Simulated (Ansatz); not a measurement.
# La3SnC, space group Pm-3m: an equation of state with a fit

Computed with Ansatz 0.2.0, Python API.

The cells in order, each with its output:

**Cell 1**
```python
import ansatz as az
import numpy as np
```

**Cell 2**
```python
VECTORS = np.array([
    [5.2203, 0.0, 0.0],
    [0.0, 5.2203, 0.0],
    [0.0, 0.0, 5.2203],
])
SITES = [
    ('La', [0.5, 0.0, 0.0]),
    ('La', [0.0, 0.5, 0.0]),
    ('La', [0.0, 0.0, 0.5]),
    ('Sn', [0.5, 0.5, 0.5]),
    ('C', [0.0, 0.0, 0.0]),
]
```

**Cell 3**
```python
def make_crystal(cell):
    crystal = az.Crystal(lattice=az.Lattice.of(cell))
    for symbol, position in SITES:
        crystal = crystal.atom(symbol, position)
    return crystal
```

**Cell 4**
```python
# uniform scaling of the cell
volumes, energies = [], []
for scale in np.linspace(0.9, 1.1, 9):
    cell = VECTORS * scale ** (1 / 3)
    calc = (
        make_crystal(cell).calculation()
        .functional(az.Functional.PBESOL)
        .occupations(az.OccupationsMethod.FERMI_DIRAC, width=0.1)
        .basis(500)
        .kpoints(5, 5, 5)
    )
    rep = calc.run().report
    volumes.append(abs(np.linalg.det(cell)) / len(SITES))
    energies.append(rep['free_energy_ev'] / len(SITES))
    print(f'V = {volumes[-1]:8.4f} A^3/atom  F = {energies[-1]:.5f} eV/atom')

# third-order Birch-Murnaghan: a cubic in V^(-2/3)
x = np.array(volumes) ** (-2 / 3)
poly = np.polynomial.Polynomial.fit(x, energies, 3).convert()
roots = poly.deriv().roots()
x0 = min((r.real for r in roots if abs(r.imag) < 1e-9 and poly.deriv(2)(r.real) > 0), key=lambda r: abs(r - x.mean()))
v0 = x0 ** -1.5
b0 = 4 / 9 * poly.deriv(2)(x0) * v0 ** (-7 / 3) * 160.21766
b1 = 4 + 2 / 3 * x0 * poly.deriv(3)(x0) / poly.deriv(2)(x0)
print(f'V0 = {v0:.4f} A^3/atom, B0 = {b0:.1f} GPa, dB/dP = {b1:.2f}')
```
Output:
```text
V =  25.6070 A^3/atom  F = -4936.53429 eV/atom
V =  26.3183 A^3/atom  F = -4936.54957 eV/atom
V =  27.0296 A^3/atom  F = -4936.55597 eV/atom
V =  27.7409 A^3/atom  F = -4936.55447 eV/atom
V =  28.4522 A^3/atom  F = -4936.54597 eV/atom
V =  29.1635 A^3/atom  F = -4936.53125 eV/atom
V =  29.8748 A^3/atom  F = -4936.51103 eV/atom
V =  30.5862 A^3/atom  F = -4936.48594 eV/atom
V =  31.2975 A^3/atom  F = -4936.45656 eV/atom
V0 = 27.2387 A^3/atom, B0 = 65.7 GPa, dB/dP = 3.65
```

A third-order Birch-Murnaghan fit through the 9 points has its minimum at 27.24 Å³ an atom, 4.3 % below the typed cell, with a bulk modulus of 66 GPa and dB/dP = 3.6. From that minimum the energy rises by 22.0 meV an atom on the compressed side and 99.7 meV on the expanded side.

Notes:
- Absolute energies stand on the zero of these potentials, so only differences at equal settings mean something.
- For a metal this k-point mesh is coarse: on a finer one energies can move by several to tens of meV an atom and pressures by half a GPa or more, differences at one mesh by less.
- This cell is a computed structure, which may not be the phase found in nature.
- Hardware and time: 29 s on 1 thread of Arm Neoverse V2 (shared host), peak memory 0.49 GiB.
